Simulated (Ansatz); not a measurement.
Task: a projected density of states of Pt, space group P6_3/mmc, with Ansatz 0.2.0, Python API. Give the script and its output. Use: PBEsol, PAW, the default cutoff (420 eV here), 14×14×7 k-points, cold smearing of 0.1 eV.

```
CELL_PARAMETERS angstrom
2.76067 0.00000 0.00000
-1.38033 2.39081 0.00000
0.00000 0.00000 4.79213
ATOMIC_POSITIONS crystal
Pt 0.66667 0.33333 0.75000
Pt 0.33333 0.66667 0.25000
```

The script, `pdos_pt.py`:
```python
'''Which atoms and shells make the states of Pt.'''

import warnings

import ansatz as az
import numpy as np

warnings.simplefilter('ignore', az.DeckWarning)

lattice = az.Lattice.of(
    [2.760666, 0.0, 0.0],
    [-1.380333, 2.390807, 0.0],
    [0.0, 0.0, 4.792134],
)
sites = [
    ('Pt', [2 / 3, 1 / 3, 0.75]),
    ('Pt', [1 / 3, 2 / 3, 0.25]),
]
system = az.Crystal(lattice=lattice)
for symbol, position in sites:
    system = system.atom(symbol, position)

setup = (
    system.calculation()
    .occupations('Marzari-Vanderbilt', width=0.1)  # smearing steadies the SCF of a metal
    .kpoints(spacing=0.2)
    .scf(tolerance=1e-10)
    .functional('PBEsol')
    .scf(extra_bands=10)
    .density_of_states(projected=True, energy_step=0.05)  # states per eV and cell
)
out = setup.run(threads=1, pin='off')
report = out.report

dos = out.density_of_states()
energy = np.asarray(dos.energies_ev) - dos.fermi_ev
curves = {}
for site in out.projected_density_of_states().sites:
    for shell in site.shells:
        weight = sum(np.sum(curve.g_bin_mean_per_ev, axis=0) for curve in shell.curves)
        name = f'{site.species} {shell.label}'
        curves[name] = curves.get(name, 0) + weight

step = energy[1] - energy[0]
windows = [(-6, -3), (-3, 0), (0, 4)]
print('states by shell in windows of E - E_F (eV):', windows)
for name, g in curves.items():
    print(f'{name:8s}', ' '.join(f'{step * g[(energy >= a) & (energy < b)].sum():8.3f}' for a, b in windows))
filled = (energy < 0) & (energy > -6)
for name, g in curves.items():
    if g[filled].sum() * step > 0.5:
        print(f'centre of {name}: {np.average(energy[filled], weights=g[filled]):.2f} eV')
```

```console
$ python pdos_pt.py
states by shell in windows of E - E_F (eV): [(-6, -3), (-3, 0), (0, 4)]
Pt 5S       0.001    0.001    0.009
Pt 6S       0.523    0.297    0.767
Pt 5P       0.029    0.009    0.002
Pt 5D       8.078    8.467    1.981
centre of Pt 6S: -3.69 eV
centre of Pt 5D: -2.90 eV
```

Spin-orbit coupling, which matters for elements this heavy, is left out. This isn't the structure that Pt takes at ambient conditions. Curves are summed over the cell's atoms. Only shells that the potentials hold have channels, so projections don't add up to the total, least of all where a shell is missing (p of most metals); heights and places of peaks move with the mesh. The density of states is complete only as far up as bands were computed. A band centre counts only the states inside the window taken. It ran for 6 s on 1 thread of Intel(R) Xeon(R) Platinum 8259CL CPU @ 2.50GHz (Skylake/Cascade Lake), with other jobs on the host, peak memory 0.42 GiB.
